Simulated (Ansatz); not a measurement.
# GeH5NSi: functionals against CCSD(T) at one geometry

The atoms stand at a structure displaced at random from a GFN2-xTB minimum. How far do the functionals agree with CCSD(T) there?

The runs use Ansatz 0.2.0, Gaussian basis; single points in def2-TZVPP.

Cores are frozen in the correlated methods. Filled d shells of the heavier atoms are correlated.

## (1) The system as given

SMILES `[NH]1[SiH2][GeH2]1`, 8 atoms, charge 0, spin multiplicity 1.

Atoms are counted from 1 here; the program's logs count them from 0.

Bond lengths: N1–Si2 1.640 Å, N1–Ge3 2.196 Å, N1–H4 1.026 Å, Si2–Ge3 2.400 Å, Si2–H5 1.499 Å, Si2–H6 1.500 Å, Ge3–H7 1.535 Å, Ge3–H8 1.535 Å. Angles: Si2–N1–Ge3 75.9°, Si2–N1–H4 126.0°, Ge3–N1–H4 120.7°, N1–Si2–Ge3 62.6°, N1–Si2–H5 114.9°, N1–Si2–H6 128.8°, Ge3–Si2–H5 111.5°, Ge3–Si2–H6 112.9°, H5–Si2–H6 113.4°, N1–Ge3–Si2 41.5°, N1–Ge3–H7 88.8°, N1–Ge3–H8 91.1°, Si2–Ge3–H7 120.5°, Si2–Ge3–H8 110.7°, H7–Ge3–H8 97.0°.

Coordinates:

```xyz
8

N    -0.5476   -0.1365   -0.8483
Si   -0.1678    1.2230   -0.0143
Ge    0.8901   -0.8219    0.6630
H    -1.4785   -0.5619   -0.9164
H     0.7973    2.1386   -0.7051
H    -0.9248    1.8853    1.0981
H     1.4855   -1.7756   -0.3823
H    -0.1414   -1.7996    1.2433
```

## (2) CCSD(T)/def2-TZVPP

run/in.yaml reads:

```yaml
crystal:
  periodic: [false, false, false]
  atoms:
    - {symbol: N, position_ang: [-0.547600, -0.136500, -0.848300]}
    - {symbol: Si, position_ang: [-0.167800, 1.223000, -0.014300]}
    - {symbol: Ge, position_ang: [0.890100, -0.821900, 0.663000]}
    - {symbol: H, position_ang: [-1.478500, -0.561900, -0.916400]}
    - {symbol: H, position_ang: [0.797300, 2.138600, -0.705100]}
    - {symbol: H, position_ang: [-0.924800, 1.885300, 1.098100]}
    - {symbol: H, position_ang: [1.485500, -1.775600, -0.382300]}
    - {symbol: H, position_ang: [-0.141400, -1.799600, 1.243300]}
basis:
  gaussian: {orbitals: def2-TZVPP}
correlation: {method: ccsd_t}
output: {forces: true}
```

No record of the launch command was kept for these runs.

## (3) PBE0-D4/def2-TZVPP

run/in.yaml: that of step 2 with these lines changed.

```diff
@@ -13,3 +13,3 @@
   gaussian: {orbitals: def2-TZVPP}
-correlation: {method: ccsd_t}
-output: {forces: true}
+hamiltonian: {xc: pbe0, dispersion: d4}
+output: {forces: true, orbitals: {seedname: orbitals}}
```

## (4) wB97M-V/def2-TZVPP

run/in.yaml: that of step 3 with these lines changed.

```diff
@@ -13,3 +13,3 @@
   gaussian: {orbitals: def2-TZVPP}
-hamiltonian: {xc: pbe0, dispersion: d4}
-output: {forces: true, orbitals: {seedname: orbitals}}
+hamiltonian: {xc: {name: wB97M-V}}
+output: {forces: true}
```

## (5) r2SCAN-D4/def2-TZVPP

run/in.yaml: that of step 4 with these lines changed.

```diff
@@ -13,3 +13,3 @@
   gaussian: {orbitals: def2-TZVPP}
-hamiltonian: {xc: {name: wB97M-V}}
+hamiltonian: {xc: r2scan, dispersion: d4}
 output: {forces: true}
```

## (6) PBE-D4/def2-TZVPP

run/in.yaml: that of step 5 with these lines changed.

```diff
@@ -13,3 +13,3 @@
   gaussian: {orbitals: def2-TZVPP}
-hamiltonian: {xc: r2scan, dispersion: d4}
+hamiltonian: {xc: pbe, dispersion: d4}
 output: {forces: true}
```

## (7) SPW92/def2-TZVPP

run/in.yaml: that of step 6 with these lines changed.

```diff
@@ -13,3 +13,3 @@
   gaussian: {orbitals: def2-TZVPP}
-hamiltonian: {xc: pbe, dispersion: d4}
+hamiltonian: {xc: lda}
 output: {forces: true}
```

## (8) LC-wPBE/def2-TZVPP

run/in.yaml: that of step 7 with these lines changed.

```diff
@@ -13,3 +13,3 @@
   gaussian: {orbitals: def2-TZVPP}
-hamiltonian: {xc: lda}
+hamiltonian: {xc: {name: LC-wPBE}}
 output: {forces: true}
```

(Steps that only read results are left out.)

**Question.** What will these runs give? Wanted: energy less free atoms, CCSD(T)/def2-TZVPP; RMS force component; RMS force error; HOMO and LUMO, PBE0-D4; T1 diagnostic.

As calculated:

| quantity | value |
| --- | --- |
| energy less free atoms, CCSD(T)/def2-TZVPP | -22.505 eV |
| RMS force component | 0.461 to 0.624 eV/Å over the methods |
| RMS force error | PBE0-D4 0.134, wB97M-V 0.150, r2SCAN-D4 0.102, PBE-D4 0.200, SPW92 0.267, LC-wPBE 0.261 eV/Å |
| HOMO and LUMO, PBE0-D4 | -6.84 and -1.62 eV |
| T1 diagnostic | 0.015 |

In words: Against CCSD(T) the functionals' energies less atoms differ by -4.110 to -0.164 eV, PBE-D4 by -0.898 eV. A larger basis would deepen the CCSD(T) value, while the functionals are nearly converged already, so the order here is not reliable. On forces the order runs from r2SCAN-D4 to SPW92. Frozen-core CCSD(T) forces in triple zeta carry basis errors of their own, and this is one geometry, so small gaps rank nothing.
